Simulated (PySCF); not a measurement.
# C3H2FO2S−: magnetic properties

Wanted: magnetic properties for C3H2FO2S− (`C#C[C-](F)[SH](=O)=O`).

Computed with PySCF 2.14.0 and routines of our own; the level stands in each step. Atoms count from 0.

## 1. The starting structure

9 atoms, charge -1, multiplicity 1; geometry from: GFN2-xTB.

## 2. Magnetic properties: GIAO B97-2/aug-pcSseg-1

The job: settings as JSON, then the geometry in Å.

```
{"job": {"kind": "mag", "xc": "B97-2", "basis": "aug-pcSseg-1", "isotopologues": 2}, "charge": -1, "multiplicity": 1}
C      2.300202     0.049729    -0.312347
C      1.168772     0.470185    -0.283463
C     -0.060202     1.128861    -0.152647
F     -0.577982     1.594269    -1.392781
S     -1.253059     0.044900     0.502601
O     -2.567207     0.653114     0.576397
O     -0.765362    -0.559718     1.727809
H      3.268761    -0.354577    -0.323247
H     -1.500360    -1.127379    -0.367503
```

Level: GIAO B97-2/aug-pcSseg-1 magnetisability, rotational g tensor and spin-rotation constants, non-relativistic, gas phase.

Launch:

```bash
OMP_NUM_THREADS=1 python excited_run.py task.json out
```

The driver reads the jobs from task.json and runs them one after another.

Standard output:

```text
coarse grid: 9384 points
cycle   1  E = -763.3758174320  dE =  1.650e+00  |g| = 1.243e+00  |ddm| = 5.442e+00
cycle   2  E = -762.4686608491  dE =  9.072e-01  |g| = 2.490e+00  |ddm| = 5.056e+00
cycle   3  E = -763.6526539299  dE = -1.184e+00  |g| = 2.500e-01  |ddm| = 3.499e+00
cycle   4  E = -763.6626036961  dE = -9.950e-03  |g| = 1.599e-01  |ddm| = 8.383e-01
cycle   5  E = -763.6675404187  dE = -4.937e-03  |g| = 6.702e-02  |ddm| = 3.836e-01
cycle   6  E = -763.6686143046  dE = -1.074e-03  |g| = 1.630e-02  |ddm| = 1.182e-01
cycle   7  E = -763.6686761199  dE = -6.182e-05  |g| = 4.866e-03  |ddm| = 3.383e-02
cycle   8  E = -763.6686805856  dE = -4.466e-06  |g| = 1.347e-03  |ddm| = 7.173e-03
final grid: 90136 points
cycle   9  E = -763.7386199751  dE = -3.784e-05  |g| = 1.004e-02  |ddm| = 1.425e-01
cycle  10  E = -763.7385872445  dE =  3.273e-05  |g| = 1.685e-02  |ddm| = 2.970e-02
cycle  11  E = -763.7386360013  dE = -4.876e-05  |g| = 1.535e-03  |ddm| = 1.924e-02
cycle  12  E = -763.7386364183  dE = -4.169e-07  |g| = 6.498e-04  |ddm| = 2.981e-03
cycle  13  E = -763.7386364899  dE = -7.165e-08  |g| = 2.013e-04  |ddm| = 8.699e-04
cycle  14  E = -763.7386364980  dE = -8.053e-09  |g| = 6.127e-05  |ddm| = 3.599e-04
cycle  15  E = -763.7386364987  dE = -7.260e-10  |g| = 2.830e-05  |ddm| = 1.726e-04
converged SCF energy = -763.7386364987

Magnetisability tensor (1e-30 J/T^2)
     -927.47       19.99       -7.20
       19.99     -990.44       11.54
       -7.20       11.54    -1038.79
isotropic -985.57   principal values   -1042.60   -992.56   -921.54
isotropic susceptibility -59.352 1e-6 cm^3/mol

Inertial axes            a          b          c
rot. const./GHz      3.7282     1.9399     1.3244
chi total           -56.306    -61.980    -59.771
chi diamagnetic    -389.454   -688.149   -943.565
chi paramagnetic    333.148    626.169    883.794
quadrupole/D A       -7.031     -2.681      9.712
g nuclear            0.5095     0.5350     0.5196
g electronic        -0.5835    -0.5707    -0.5499
g total             -0.0740    -0.0357    -0.0303

Spin-rotation constants (kHz, H = +C I.J)
atom  isotope        aa         bb         cc
  3    19F       -1.792      1.572      1.211
  7     1H        0.144     -0.095     -0.138
  8     1H       -0.159     -0.083      0.138
  0    13C*       0.980      0.424      0.411
  1    13C*       0.416      0.584      0.501
  2    13C*       1.665      0.590      0.337
  4    33S*       1.462      0.780      0.590
  5    17O*      -1.068     -0.484     -0.250
* in the singly substituted isotopologue

Isotopologues: g along a, b, c
2H    at 7,8               -0.0719    -0.0335    -0.0291
13C   at 0                 -0.0738    -0.0347    -0.0297
```

It took 30 s on 1 thread of Arm Neoverse V1, shared host; peak memory 0.9 GiB.

From this job:

| quantity | value |
| --- | --- |
| magnetisability | -986·10⁻³⁰ J/T² |
| molar susceptibility | -59.4·10⁻⁶ cm³/mol |
| rotational g (a, b, c) | -0.0740, -0.0357, -0.0303 |

## 3. Magnetic properties: GIAO wB97X-D/pcSseg-1 in water

The job, as its differences from that of step 2:

```diff
@@ -1,2 +1,2 @@
-{"job": {"kind": "mag", "xc": "B97-2", "basis": "aug-pcSseg-1", "isotopologues": 2}, "charge": -1, "multiplicity": 1}
+{"job": {"kind": "mag", "xc": "wB97X-D", "basis": "pcSseg-1", "scf": {"conv": 1e-06}, "solvent": "water"}, "charge": -1, "multiplicity": 1}
 C      2.300202     0.049729    -0.312347
```

Level: GIAO wB97X-D/pcSseg-1 magnetisability, non-relativistic, IEF-PCM water.

Standard output:

```text
final grid: 90136 points
cycle   1  E = -763.4740418653  dE =  1.653e+00  |g| = 1.272e+00  |ddm| = 3.324e+00
cycle   2  E = -763.2818778064  dE =  1.922e-01  |g| = 1.701e+00  |ddm| = 2.422e+00
cycle   3  E = -763.7681578816  dE = -4.863e-01  |g| = 8.821e-02  |ddm| = 1.531e+00
cycle   4  E = -763.7695494221  dE = -1.392e-03  |g| = 5.500e-02  |ddm| = 1.300e-01
cycle   5  E = -763.7702596680  dE = -7.102e-04  |g| = 1.547e-02  |ddm| = 8.803e-02
cycle   6  E = -763.7703261569  dE = -6.649e-05  |g| = 3.857e-03  |ddm| = 3.418e-02
cycle   7  E = -763.7703335737  dE = -7.417e-06  |g| = 1.593e-03  |ddm| = 1.815e-02
cycle   8  E = -763.7703350628  dE = -1.489e-06  |g| = 8.201e-04  |ddm| = 7.504e-03
cycle   9  E = -763.7703355065  dE = -4.438e-07  |g| = 3.032e-04  |ddm| = 3.825e-03
converged SCF energy = -763.7703355065

Magnetisability tensor (1e-30 J/T^2)
     -923.88       30.92      -11.68
       30.92     -968.76       17.13
      -11.68       17.13    -1023.32
isotropic -971.99   principal values   -1032.24   -975.67   -908.06
isotropic susceptibility -58.535 1e-6 cm^3/mol

Inertial axes            a          b          c
rot. const./GHz      3.7282     1.9399     1.3244
chi total           -55.723    -61.674    -58.206
chi diamagnetic    -387.205   -682.179   -939.137
chi paramagnetic    331.482    620.505    880.931
quadrupole/D A       -3.691     -5.659      9.350
```

Run time: 17 s. Hardware: 1 thread of Arm Neoverse V1, shared host; peak memory 0.73 GiB.

In short:

| quantity | value |
| --- | --- |
| magnetisability | -972·10⁻³⁰ J/T² |
| molar susceptibility | -58.5·10⁻⁶ cm³/mol |

## 4. Outcome

```
                                                quantity                      value
       magnetisability (step 2, GIAO B97-2/aug-pcSseg-1)            -986·10⁻³⁰ J/T²
  molar susceptibility (step 2, GIAO B97-2/aug-pcSseg-1)         -59.4·10⁻⁶ cm³/mol
rotational g (a, b, c) (step 2, GIAO B97-2/aug-pcSseg-1)  -0.0740, -0.0357, -0.0303
```

In words: For an ion, the motion of the centre of mass in the field is left out. Vibrational averaging and real surroundings are missing from these values.
